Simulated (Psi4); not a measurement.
# InHCl (SMILES [Cl][InH]): UBHLYP/def2-TZVPP (core potential)

Aim: the vertical ionisation energy of InHCl at UBHLYP/def2-TZVPP (core potential), from 2 runs. 

The results are computed with Psi4 1.11.

2 further runs of the same task are left out: 2 set aside as unsound or not needed.

## (1) The molecule

The species is InHCl (3 atoms), meant as a doublet with charge 0. SMILES: `[Cl][InH]`. The coordinates come from a PBE0-D4/def2-TZVP relaxation.

Bond lengths: Cl1–In2 2.365 Å, In2–H3 1.773 Å. Angles: Cl1–In2–H3 115.3°.

## (2) Energy and gradient at UBHLYP/def2-TZVPP (core potential)

The input, clhin.xyz:

```xyz
3
ClHIn
Cl    -1.649800     0.396800    -0.867400
In     0.409500     0.542400     0.286100
H      1.229400    -1.003900     0.568100
```

The input, run.py:

```python
import numpy as np
from ase.calculators.psi4 import Psi4
from ase.io import read

atoms = read('clhin.xyz')
calc = Psi4(atoms=atoms, method='bhhlyp', basis='def2-TZVPP', memory='2200MB', num_threads=1, charge=0, multiplicity=2, label='calc', reference='uks')
calc.psi4.set_options({'puream': True, 'e_convergence': 1e-09, 'd_convergence': 1e-08, 'scf_type': 'pk', 'dft_radial_points': 99, 'dft_spherical_points': 590, 'maxiter': 100})
atoms.calc = calc

forces = atoms.get_forces()
print(f'energy: {atoms.get_potential_energy():.6f} eV')
print('forces / eV A^-1')
print(np.round(forces, 5))
```

Run with:

```console
$ python run.py
```

calc.dat:

```text
[...]
    !!!  WARNING: ECP capability is in beta. Please check occupations closely.  !!!
[...]
  Running in c1 symmetry.
[...]
  Nuclear repulsion =   88.717601164286506
[...]
  Multiplicity = 2
[...]
  Nalpha       = 20
  Nbeta        = 19
[...]
    Number of basis functions: 106
[...]
   @UKS iter   1:  -650.78152655439635   -9.74579e-01   4.92669e-03 DIIS/ADIIS
[...]
   @UKS iter  13:  -650.88794863491023   -7.27596e-12   9.50912e-09 DIIS
[...]
   @S^2 Observed:                7.604987493E-01
[...]
    Orbital Energies [Eh]
    ---------------------
    Alpha Occupied:
       1A   -102.756337     2A     -9.843726     3A     -7.493303
       4A     -7.489565     5A     -7.489392     6A     -4.974918
       7A     -3.324648     8A     -3.319268     9A     -3.315910
      10A     -0.922711    11A     -0.897834    12A     -0.895286
      13A     -0.892653    14A     -0.890425    15A     -0.859124
      16A     -0.489945    17A     -0.396269    18A     -0.364270
      19A     -0.362668    20A     -0.264183
    Alpha Virtual:
      21A     -0.052817    22A      0.011618    23A      0.057135
      24A      0.089556    25A      0.093316    26A      0.118723
[...]
  @UKS Final Energy:  -650.88794863491023
   => Energetics <=
    Nuclear Repulsion Energy =             88.7176011642865063
    One-Electron Energy =               -1148.4336578772454232
    Two-Electron Energy =                 432.2634634518601047
    DFT Exchange-Correlation Energy =     -23.4353553738113050
    Empirical Dispersion Energy =           0.0000000000000000
    VV10 Nonlocal Energy =                  0.0000000000000000
    Total Energy =                       -650.8879486349101171
[...]
 Multipole Moments:
 ------------------------------------------------------------------------------------
     Multipole            Electronic (a.u.)      Nuclear  (a.u.)        Total (a.u.)
 ------------------------------------------------------------------------------------
 L = 1.  Multiply by 2.5417464519 to convert [e a0] to [Debye]
 Dipole X            :         30.8351752          -29.8351934            0.9999818
 Dipole Y            :          4.5946319           -4.3513317            0.2433002
 Dipole Z            :         17.5388525          -16.9596498            0.5792026
 Magnitude           :                                                    1.1809463
[...]
  -Total Gradient:
     Atom            X                  Y                   Z
    ------   -----------------  -----------------  -----------------
       1        0.001149849925     0.000124675525     0.000648867511
       2       -0.001551943102     0.000517217983    -0.000800021493
       3        0.000403044549    -0.000643734389     0.000151476046
[...]
```

On the terminal:

```text
energy: -17711.563229 eV
forces / eV A^-1
[[-0.05913 -0.00641 -0.03337]
 [ 0.0798  -0.0266   0.04114]
 [-0.02073  0.0331  -0.00779]]
```

It took 28 s on 1 thread of AMD EPYC 7R43 (Zen 3), shared host; peak memory 0.86 GiB.

## (3) The singlet cation: a single-point energy at BHLYP/def2-TZVPP (core potential)

The input, input.dat:

```
memory 2200 MB

molecule {
  1 1
  Cl    -1.649800     0.396800    -0.867400
  In     0.409500     0.542400     0.286100
  H      1.229400    -1.003900     0.568100
  symmetry c1
  no_reorient
  no_com
}

set reference rks
set puream true
set e_convergence 1e-09
set d_convergence 1e-08
set scf_type pk
set dft_radial_points 99
set dft_spherical_points 590

e, wfn = energy("bhhlyp/def2-TZVPP", return_wfn=True)
oeprop(wfn, "MAYER_INDICES", "QUADRUPOLE", "MULLIKEN_CHARGES", title="BHHLYP")
```

Run with:

```console
$ psi4 -n 1 input.dat output.dat
```

output.dat:

```text
[...]
    !!!  WARNING: ECP capability is in beta. Please check occupations closely.  !!!
[...]
  Running in c1 symmetry.
[...]
  Nuclear repulsion =   88.717601164286506
[...]
  Multiplicity = 1
[...]
  Nalpha       = 19
  Nbeta        = 19
[...]
    Number of basis functions: 106
[...]
   @RKS iter   1:  -650.49989306264456   -6.77108e-01   4.27383e-03 DIIS/ADIIS
[...]
   @RKS iter  12:  -650.57430522158836   -8.52651e-12   9.07068e-09 DIIS
[...]
    Orbital Energies [Eh]
    ---------------------
    Doubly Occupied:
       1A   -102.992400     2A    -10.076960     3A     -7.726782
       4A     -7.722028     5A     -7.721987     6A     -5.252325
       7A     -3.601766     8A     -3.600064     9A     -3.592302
      10A     -1.181293    11A     -1.174172    12A     -1.173402
      13A     -1.167056    14A     -1.166441    15A     -1.091350
      16A     -0.709934    17A     -0.602458    18A     -0.576392
      19A     -0.574118
[...]
  @RKS Final Energy:  -650.57430522158836
   => Energetics <=
    Nuclear Repulsion Energy =             88.7176011642865063
    One-Electron Energy =               -1138.6177868705622132
    Two-Electron Energy =                 422.6075419130754653
    DFT Exchange-Correlation Energy =     -23.2816614283879701
    Empirical Dispersion Energy =           0.0000000000000000
    VV10 Nonlocal Energy =                  0.0000000000000000
    Total Energy =                       -650.5743052215883608
[...]
 Multipole Moments:
 ------------------------------------------------------------------------------------
     Multipole            Electronic (a.u.)      Nuclear  (a.u.)        Total (a.u.)
 ------------------------------------------------------------------------------------
 L = 1.  Multiply by 2.5417464519 to convert [e a0] to [Debye]
 Dipole X            :         35.7516950          -34.4264636            1.3252314
 Dipole Y            :        -31.0299784           32.3749770            1.3449986
 Dipole Z            :         16.3188642          -15.4383066            0.8805576
 Magnitude           :                                                    2.0834205
 L = 2.  Multiply by 1.3450342976 to convert [e a0^2] to [Debye ang]
 Quadrupole XX       :       -205.0253628          183.2106252          -21.8147375
 Quadrupole XY       :         29.5720608          -27.4926166            2.0794443
[...]
  Mulliken Charges: (a.u.)
   Center  Symbol    Alpha    Beta     Spin     Total
       1    CL     8.58559  8.58559  0.00000 -0.17118
       2    IN     9.96397  9.96397  0.00000  1.07206
       3     H     0.45044  0.45044  0.00000  0.09913
   Total alpha = 19.00000, Total beta = 19.00000, Total charge =  1.00000
  Mayer Bond Indices:
[...]
```

It took 11 s on 1 thread of AMD EPYC 7R43 (Zen 3), shared host; peak memory 0.85 GiB.

## (4) Outcome

Level: UBHLYP/def2-TZVPP (core potential).

| quantity | value |
| --- | --- |
| doublet InHCl: total energy | -650.88795 Eh |
| doublet InHCl: dipole moment | 3.00 D |
| doublet InHCl: HOMO energy (highest over α and β) | -7.19 eV |
| doublet InHCl: LUMO energy (lowest over α and β) | -2.72 eV |
| doublet InHCl: ⟨S²⟩ | 0.760 |
| doublet InHCl: largest force on an atom | 0.094 eV/Å |
| singlet cation: total energy | -650.57431 Eh |
| singlet cation: HOMO energy | -15.62 eV |
| singlet cation: LUMO energy | -9.86 eV |
| singlet cation: HOMO–LUMO gap | 5.76 eV |
| vertical ionisation energy (to the singlet cation) | 8.535 eV |

In words: Removing an electron at fixed nuclei costs 8.53 eV (197 kcal/mol). Only the singlet of the ionised species was computed; a triplet could lie lower.
